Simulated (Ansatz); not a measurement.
# C8H15N: the cost of one run

Method: DFT PBE+D3(BJ), Gaussian basis def2-SVP, and further levels as typed in the inputs, in Ansatz 0.2.0.

### 1 The structure to begin with

Bond lengths (14 of 25 bonds, heavy atoms first): C1–C2 1.536 Å, C2–C3 1.535 Å, C3–C4 1.521 Å, C4–N5 1.460 Å, N5–C6 1.474 Å, C6–C7 1.534 Å, C4–C8 1.521 Å, C7–C8 1.518 Å, C1–C9 1.535 Å, C8–C9 1.521 Å, C1–H10 1.096 Å, C1–H11 1.097 Å, C2–H12 1.096 Å, C2–H13 1.097 Å. Angles (14 of 51 angles, heavy atoms first): C1–C2–C3 112.9°, C2–C1–C9 113.0°, C2–C3–C4 109.2°, C3–C4–N5 116.5°, C3–C4–C8 110.3°, N5–C4–C8 101.2°, C4–N5–C6 105.1°, N5–C6–C7 106.4°, C6–C7–C8 103.1°, C4–C8–C7 101.7°, C4–C8–C9 110.5°, C7–C8–C9 117.7°, C1–C9–C8 109.4°, C1–C2–H12 109.6°.

As a file:

```xyz
24

C     2.1980    0.4325   -0.1657
C     1.9987   -1.0759    0.0458
C     0.7068   -1.4065    0.8066
C    -0.4683   -0.7302    0.1161
N    -1.7603   -0.8213    0.7889
C    -2.5869    0.2350    0.1788
C    -1.6117    1.2597   -0.4155
C    -0.2601    0.7755    0.0762
C     0.9619    1.1228   -0.7592
H     3.0620    0.6008   -0.8185
H     2.4356    0.8960    0.8001
H     2.8588   -1.4876    0.5858
H     1.9729   -1.5702   -0.9335
H     0.7964   -1.0627    1.8447
H     0.5605   -2.4922    0.8381
H    -0.5658   -1.1368   -0.9015
H    -2.1831   -1.7373    0.6501
H    -3.2278   -0.1781   -0.6079
H    -3.2285    0.6897    0.9396
H    -1.6649    1.2410   -1.5103
H    -1.8265    2.2780   -0.0770
H    -0.1054    1.1644    1.0949
H     1.1144    2.2076   -0.7797
H     0.8234    0.7958   -1.7970
```

### 2 Relaxing the atoms: C8H15N

input.yaml reads:

```yaml
relax:
  f_tol: 0.01
  max_steps: 200
crystal:
  periodic: [false, false, false]
  atoms:
    - { symbol: C, position_ang: [2.198032, 0.432455, -0.165683] }
    - { symbol: C, position_ang: [1.9987, -1.075894, 0.045796] }
    - { symbol: C, position_ang: [0.706753, -1.406511, 0.806607] }
    - { symbol: C, position_ang: [-0.468257, -0.730217, 0.11605] }
    - { symbol: "N", position_ang: [-1.760314, -0.821284, 0.788928] }
    - { symbol: C, position_ang: [-2.586874, 0.235026, 0.178763] }
    - { symbol: C, position_ang: [-1.611742, 1.259668, -0.415466] }
    - { symbol: C, position_ang: [-0.260137, 0.775478, 0.076229] }
    - { symbol: C, position_ang: [0.961921, 1.122778, -0.759207] }
    - { symbol: H, position_ang: [3.061964, 0.600822, -0.818495] }
    - { symbol: H, position_ang: [2.435647, 0.896045, 0.80011] }
    - { symbol: H, position_ang: [2.858791, -1.487568, 0.58585] }
    - { symbol: H, position_ang: [1.972859, -1.570222, -0.933509] }
    - { symbol: H, position_ang: [0.796401, -1.062656, 1.844733] }
    - { symbol: H, position_ang: [0.560506, -2.492192, 0.838079] }
    - { symbol: H, position_ang: [-0.565771, -1.136814, -0.901495] }
    - { symbol: H, position_ang: [-2.183052, -1.737258, 0.650096] }
    - { symbol: H, position_ang: [-3.227815, -0.178134, -0.607918] }
    - { symbol: H, position_ang: [-3.228547, 0.689746, 0.939631] }
    - { symbol: H, position_ang: [-1.664935, 1.240973, -1.510303] }
    - { symbol: H, position_ang: [-1.8265, 2.277998, -0.077017] }
    - { symbol: H, position_ang: [-0.105407, 1.164407, 1.094867] }
    - { symbol: H, position_ang: [1.114351, 2.207553, -0.779665] }
    - { symbol: H, position_ang: [0.823427, 0.795801, -1.796982] }
basis:
  gaussian: { orbitals: def2-SVP }
hamiltonian:
  xc: pbe
  dispersion: d3bj
```

Started as:

```console
$ ansatz run input.yaml --threads 2 --pin off --max-ram 6144MiB --backend cpu --events-out ev --progress --plain --runs-dir out
```

**Question.** How long does this run take on 2 threads of Arm Neoverse V1, shared host, and how much memory does it need?

About 54 s, with a peak of 0.32 GiB.
